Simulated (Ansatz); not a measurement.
# GaHI2: up Jacob's ladder to CCSD(T)

An exercise on one series of results from a longer session: the logs are not shown, and one member is left open.

Computed with Ansatz 0.2.0, Gaussian basis. Level: functionals in def2-TZVPP, the program's frozen cores in correlated methods.

The runs, in order: LDA (SPW92), PBE-D4, revPBE-D4, BLYP-D4, r2SCAN-D4, B97M-V, PBE0-D4, B3LYP-D4, r2SCANh-D4, r2SCAN0-D4, HSE06-D4, BHLYP-D4, CAM-B3LYP-D4, LC-ωPBE, ωB97X-V, ωB97M-V, B2PLYP, PBE-QIDH; CCSD(T)/def2-SVP; CCSD(T)/def2-TZVPP; MP2/def2-QZVPP; extrapolation to the limit; RPA on PBE.

1 further run of the same task is left out (for a known fault of the program).

**Structure used throughout**

All runs share one geometry, relaxed beforehand with PBE0-D4 in a triple-zeta def2 set. I takes the def2 core potential; no spin-orbit term is included.

SMILES `[I][GaH][I]`, 4 atoms, charge 0, spin multiplicity 1.

Atoms are counted from 1 here; the program's logs count them from 0.

Bond lengths: I1–Ga2 2.475 Å, Ga2–I3 2.475 Å, Ga2–H4 1.554 Å. Angles: I1–Ga2–I3 117.1°, I1–Ga2–H4 121.5°, I3–Ga2–H4 121.5°.

The first run:

in.yaml

```yaml
crystal:
  periodic: [false, false, false]
  atoms:
    - {symbol: I, position_ang: [-2.246985, 0.003747, -0.650126]}
    - {symbol: Ga, position_ang: [0.147661, 0.198886, -0.055232]}
    - {symbol: I, position_ang: [1.199065, -1.754204, 1.043076]}
    - {symbol: H, position_ang: [0.955660, 1.491271, -0.358117]}
basis:
  gaussian: {orbitals: def2-TZVPP}
hamiltonian: {xc: lda}
output: {orbitals: {seedname: orbitals}}
```

Launch:

```bash
> ansatz run in.yaml --threads 2 --pin off --events-out ev --progress --plain --max-ram 4352MiB
```

Steps of the session up to this table: LDA; PBE-D4 (GGA); revPBE-D4 (GGA); BLYP-D4 (GGA); r2SCAN-D4 (meta-GGA); B97M-V (meta-GGA); PBE0-D4 (hybrid); B3LYP-D4 (hybrid); r2SCANh-D4 (hybrid); r2SCAN0-D4 (hybrid); HSE06-D4 (hybrid); BHLYP-D4 (hybrid); CAM-B3LYP-D4 (range-separated); LC-ωPBE (range-separated); ωB97X-V (range-separated); ωB97M-V (range-separated); B2PLYP (double hybrid); PBE-QIDH (double hybrid).

One of the session's tables, all rows but one given; the rest of the session is left out.

It belongs to the step «Frontier levels by functional». 

| functional | HOMO (eV) | LUMO (eV) | gap (eV) |
| --- | --- | --- | --- |
| LDA (SPW92) | -6.75 | -3.05 | 3.70 |
| PBE-D4 | -6.58 | -2.77 | 3.82 |
| revPBE-D4 | -6.53 | -2.65 | 3.88 |
| BLYP-D4 | -6.39 | -2.66 | 3.73 |
| r2SCAN-D4 | -6.88 | -2.59 | 4.30 |
| B97M-V | -6.87 | -2.67 | 4.20 |
| PBE0-D4 | -7.70 | -2.06 | 5.64 |
| B3LYP-D4 | -7.44 | -2.26 | 5.18 |
| r2SCANh-D4 | -7.29 | -2.33 | 4.96 |
| r2SCAN0-D4 | -7.90 | -1.95 | 5.94 |
| HSE06-D4 | -7.31 | -2.42 | 4.89 |
| BHLYP-D4 | -8.63 | -1.30 | 7.33 |
| CAM-B3LYP-D4 | -8.91 | -1.15 | 7.75 |
| LC-ωPBE | -10.24 | -0.08 | 10.15 |
| ωB97X-V | -9.90 | -0.19 | 9.71 |
| ωB97M-V | ? | ? | ? |

Estimate the missing values for ωB97M-V.

**Answer.** HOMO (eV): -9.77; LUMO (eV): -0.35; gap (eV): 9.42. In the column «HOMO (eV)» it lies between ωB97X-V (-9.90) and CAM-B3LYP-D4 (-8.91).
